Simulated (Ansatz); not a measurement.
# C₂H₆BClGe: small, medium and large basis sets

How large a basis does C₂H₆BClGe need? Two functionals are run in growing sets.

Computed with Ansatz 0.2.0, Gaussian basis. Level: one geometry, several basis sets.

Levels to be run: PBE0-D4/def2-SVP; ωB97M-V/def2-SVP; PBE0-D4/def2-QZVPP; ωB97M-V/def2-QZVPP; the functionals' def2-TZVPP values are taken from earlier runs.

### 1 The geometry

An earlier PBE0-D4 in a triple-zeta def2 set relaxation fixed the geometry.

11 atoms, charge 0, spin multiplicity 1.

Atoms are counted from 1 here; the program's logs count them from 0.

Bond lengths: Cl1–C2 1.866 Å, C2–B3 1.576 Å, C2–C5 1.515 Å, C2–H6 1.089 Å, B3–Ge4 2.083 Å, B3–H7 1.189 Å, Ge4–C5 2.014 Å, Ge4–H8 1.539 Å, Ge4–H9 1.542 Å, C5–H10 1.095 Å, C5–H11 1.090 Å. Angles: Cl1–C2–B3 74.4°, Cl1–C2–C5 108.8°, Cl1–C2–H6 105.6°, B3–C2–C5 106.4°, B3–C2–H6 128.1°, C5–C2–H6 121.3°, C2–B3–Ge4 87.3°, C2–B3–H7 128.7°, Ge4–B3–H7 142.7°, B3–Ge4–C5 74.3°, B3–Ge4–H8 122.2°, B3–Ge4–H9 120.2°, C5–Ge4–H8 116.5°, C5–Ge4–H9 111.0°, H8–Ge4–H9 108.3°, C2–C5–Ge4 91.5°, C2–C5–H10 107.9°, C2–C5–H11 116.1° and more.

### 2 PBE0-D4 in def2-SVP

in.yaml

```yaml
crystal:
  periodic: [false, false, false]
  atoms:
    - {symbol: Cl, position_ang: [1.404158, 0.392553, 1.574623]}
    - {symbol: C, position_ang: [-0.094234, 0.949684, 0.612482]}
    - {symbol: B, position_ang: [-0.477347, -0.454670, 1.216421]}
    - {symbol: Ge, position_ang: [-0.022340, -1.269256, -0.645748]}
    - {symbol: C, position_ang: [0.161917, 0.724479, -0.863284]}
    - {symbol: H, position_ang: [-0.341157, 1.937054, 0.999328]}
    - {symbol: H, position_ang: [-1.014643, -0.697564, 2.249057]}
    - {symbol: H, position_ang: [1.246507, -2.106154, -0.887109]}
    - {symbol: H, position_ang: [-1.145695, -1.821882, -1.546539]}
    - {symbol: H, position_ang: [-0.708079, 1.094554, -1.415902]}
    - {symbol: H, position_ang: [1.056213, 1.194201, -1.272730]}
basis:
  gaussian: {orbitals: def2-SVP}
hamiltonian: {xc: pbe0, dispersion: d4}
output: {orbitals: {seedname: orbitals}}
```

After this run come: ωB97M-V in def2-SVP; PBE0-D4 in def2-QZVPP; ωB97M-V in def2-QZVPP.

Q: Predict the results of all the runs planned. Wanted: PBE0-D4: double and triple zeta above quadruple; ωB97M-V: double and triple zeta above quadruple.

**Answer**, as computed:

| quantity | value |
| --- | --- |
| PBE0-D4: double and triple zeta above quadruple | 16.23, 1.74 eV |
| ωB97M-V: double and triple zeta above quadruple | 16.26, 1.68 eV |

In words: For PBE0-D4 the step from double to triple zeta gains 14.49 eV and the next only 1.74 eV. Total energies overstate the basis error of differences, where much of it tends to cancel. The LUMO of ωB97M-V is positive and keeps falling with the basis (1.67 to 1.04 eV): an unbound level that the basis holds in place.
